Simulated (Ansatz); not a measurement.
# SiGeHO (quartet): the correlation ladder at a displaced geometry (v2), cc-pVDZ

The task here is to estimate one member of a computed series from the others.

Method: cc-pVDZ, core rule «outside noble gas», up to 20 orbitals frozen; program: Ansatz 0.2.0, Gaussian basis.

The runs, in order: UHF; CCSD(T) on ROHF; CCSD(T) on UHF; BCCD(T) on ROHF; CISD; CCSDT(Q) on ROHF; CCSDT(Q) on UHF.

22 further runs of the same task are left out: 9 that didn't finish, 13 set aside as unsound or not needed.

### What is computed

The geometry is a PBE0/def2-TZVP stationary point (not a proven minimum) with its atoms shifted at random (size 0.100 Å). No spin-orbit coupling is included. The filled d shell of Ge may be among the frozen orbitals whatever the setting's name suggests; the logs give the count.

4 atoms, charge 0, spin multiplicity 4.

Atoms are counted from 1 here; the program's logs count them from 0.

Bond lengths: Ge1–Si2 2.395 Å, Si2–O3 1.680 Å, O3–H4 0.940 Å. Angles: Ge1–Si2–O3 110.2°, Si2–O3–H4 122.0°.

The first run:

Contents of in.yaml:

```yaml
crystal:
  periodic: [false, false, false]
  atoms:
    - {symbol: Ge, position_ang: [0.051369, -0.085025, 1.029889]}
    - {symbol: Si, position_ang: [-0.113506, 0.633845, -1.248813]}
    - {symbol: O, position_ang: [-0.036885, -0.689382, -2.281335]}
    - {symbol: H, position_ang: [0.046223, -0.591230, -3.212123]}
basis:
  gaussian: {orbitals: cc-pVDZ}
magnetization: {spin_polarized: true, initial_magnetization: 3}
hamiltonian: {xc: hf}
output: {orbitals: {seedname: orbitals}}
```

Launch:

```bash
$ ansatz run in.yaml --threads 1 --pin off --events-out ev --progress --plain --max-ram 2393MiB
```

Steps of the session up to this table: UHF; CCSD(T) on ROHF; CCSD(T) on UHF; BCCD(T) on ROHF; CISD; CCSDT(Q) on ROHF; CCSDT(Q) on UHF.

One of the session's tables, all rows but one given; the rest of the session is left out.

```
   method  from UCCSDT(Q) (kJ/mol)
     ROHF                   +955.0
      UHF                   +940.9
     RMP2                   +110.6
     UMP2                   +115.2
     CISD                   +135.3
    RCCSD                    +38.6
    UCCSD                        ?
 RCCSD(T)                     +8.2
 UCCSD(T)                     +7.4
  BCCD(T)                     +7.8
   RCCSDT                     +4.2
   UCCSDT                     +3.3
RCCSDT(Q)                     +1.3
UCCSDT(Q)                        0
```

Estimate the missing values for UCCSD.

As computed: from UCCSDT(Q) (kJ/mol): +37.2. In the column «from UCCSDT(Q) (kJ/mol)» it lies between RCCSD(T) (+8.2) and RCCSD (+38.6).

To keep in mind: Restricted and unrestricted rows rest on different reference determinants; where their highest levels disagree by more than a few hundredths of an eV, they describe different states and don't form one ladder.
